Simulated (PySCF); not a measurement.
# SnBr: from the state search to spectroscopic constants

An exercise on one series of results from a longer session: the logs are not shown, and one member is left open.

Computed with PySCF 2.14.0. Level: Sn def2-TZVPPD with ECP28, Br def2-TZVPPD, scalar-relativistic core potentials.

Set-up of the first run:

A driver script around PySCF takes these settings:

| Property | Result |
| --- | --- |
| atoms | Sn, Br |
| charge | 0 |
| basis | Sn def2-TZVPPD with ECP28, Br def2-TZVPPD |
| Hamiltonian | scalar-relativistic core potentials |
| basis functions | 113 |
| electrons treated | 57 |
| masses in u | 119.9022, 78.9183 |
| levels | PBE0, PBE, r²SCAN, TPSS, PW91, M06, TPSSh, BLYP, ωB97X, HF, MP2, SCS-MP2 |
| grid | 80 radial by 434 angular points |
| occupations | held fixed by the projection of orbital angular momentum |
| dissociation limit | Sn + Br, each in its ground configuration |
| starting distance in angstrom | 2.465 |
| values of 2S to try | 1, 3 |

Started as:

```console
OMP_NUM_THREADS=2 python dia.py task.json out
```

Among the steps run: The job; The PBE0 curve of the state that the search chose; Other states along the same grid; PBE (GGA); r²SCAN; TPSS (meta-GGA); PW91 (GGA); M06 (hybrid meta-GGA); TPSSh (hybrid meta-GGA); BLYP; ωB97X (range-separated hybrid); UHF (mean field).

One table of the session follows, with a row left open; its other results are not shown here.

```
      level  Re (Å)  ωe (cm⁻¹)  De (eV)  μ (D)
        UHF   2.543      238.0     2.33  -3.03
    UHF-MP2   2.505      248.5     3.51    n/a
UHF-SCS-MP2   2.519      243.6     3.39    n/a
        PBE   2.542      233.5     3.71  -2.40
       PW91   2.540      234.1     3.74  -2.40
       BLYP   2.575      222.6     3.56  -2.59
       TPSS   2.537      235.1     3.67  -2.45
     r²SCAN   2.521      242.4     3.67  -2.38
      TPSSh   2.528      238.7     3.62  -2.49
       PBE0       ?          ?        ?      ?
        M06   2.525      243.3     3.70  -2.53
      ωB97X   2.512      245.8     3.65  -2.63
```

Estimate the missing values for PBE0.

As computed: Re (Å): 2.519; ωe (cm⁻¹): 243.0; De (eV): 3.57; μ (D): -2.52.

De is counted to Sn + Br in their ground configurations.
